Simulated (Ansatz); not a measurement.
# CH6AlISi: basis-set convergence

One table from this session's results is given with a row withheld; the runs are named, their logs left out.

Method: one geometry, several basis sets; program: Ansatz 0.2.0, Gaussian basis.

Plan: PBE0-D4/def2-SVP; ωB97M-V/def2-SVP; PBE0-D4/def2-QZVPP; ωB97M-V/def2-QZVPP; the functionals' def2-TZVPP values are taken from earlier runs.

**Structure used throughout**

All runs share one geometry, relaxed beforehand with PBE0-D4 in a triple-zeta def2 set. I takes the def2 core potential; no spin-orbit term is included.

10 atoms, charge 0, spin multiplicity 1.

Atoms are counted from 1 here; the program's logs count them from 0.

Bond lengths: Al1–C2 1.969 Å, Al1–I4 2.816 Å, Al1–H5 1.582 Å, Al1–H6 1.582 Å, C2–Si3 1.863 Å, C2–I4 2.200 Å, C2–H7 1.090 Å, Si3–H8 1.487 Å, Si3–H9 1.490 Å, Si3–H10 1.484 Å. Angles: C2–Al1–I4 51.1°, C2–Al1–H5 117.3°, C2–Al1–H6 117.9°, I4–Al1–H5 108.3°, I4–Al1–H6 109.1°, H5–Al1–H6 124.6°, Al1–C2–Si3 122.8°, Al1–C2–I4 84.8°, Al1–C2–H7 116.0°, Si3–C2–I4 108.7°, Si3–C2–H7 113.9°, I4–C2–H7 103.8°, C2–Si3–H8 112.5°, C2–Si3–H9 107.4°, C2–Si3–H10 109.4°, H8–Si3–H9 108.9°, H8–Si3–H10 109.1°, H9–Si3–H10 109.5° and more.

The first run:

File in.yaml:

```yaml
crystal:
  periodic: [false, false, false]
  atoms:
    - {symbol: Al, position_ang: [-1.034029, 1.395163, -0.610607]}
    - {symbol: C, position_ang: [-0.535040, -0.340223, 0.174537]}
    - {symbol: Si, position_ang: [1.207939, -0.752596, 0.688562]}
    - {symbol: I, position_ang: [-0.876441, -1.128198, -1.851437]}
    - {symbol: H, position_ang: [0.136069, 2.299088, -1.172790]}
    - {symbol: H, position_ang: [-2.551095, 1.837547, -0.526959]}
    - {symbol: H, position_ang: [-1.300750, -0.830105, 0.776939]}
    - {symbol: H, position_ang: [1.463225, -2.217756, 0.713927]}
    - {symbol: H, position_ang: [1.410839, -0.204741, 2.059202]}
    - {symbol: H, position_ang: [2.162384, -0.109480, -0.248573]}
basis:
  gaussian: {orbitals: def2-SVP}
hamiltonian: {xc: pbe0, dispersion: d4}
output: {orbitals: {seedname: orbitals}}
```

Among the steps run: PBE0-D4 in def2-SVP; ωB97M-V in def2-SVP; PBE0-D4 in def2-QZVPP; ωB97M-V in def2-QZVPP.

One table of the session follows, with a row left open; its other results are not shown here.

It belongs to the step «Density functionals: the series». 

```
functional       basis  HOMO (eV)  LUMO (eV)
   PBE0-D4    def2-SVP      -7.71      -1.66
   PBE0-D4  def2-TZVPP      -7.69      -1.75
   PBE0-D4  def2-QZVPP      -7.69      -1.78
   ωB97M-V    def2-SVP      -9.79       0.35
   ωB97M-V  def2-TZVPP          ?          ?
   ωB97M-V  def2-QZVPP      -9.80       0.02
```

Q: Estimate the row for ωB97M-V, def2-TZVPP from the others.

**Answer.** HOMO (eV): -9.80; LUMO (eV): 0.13.
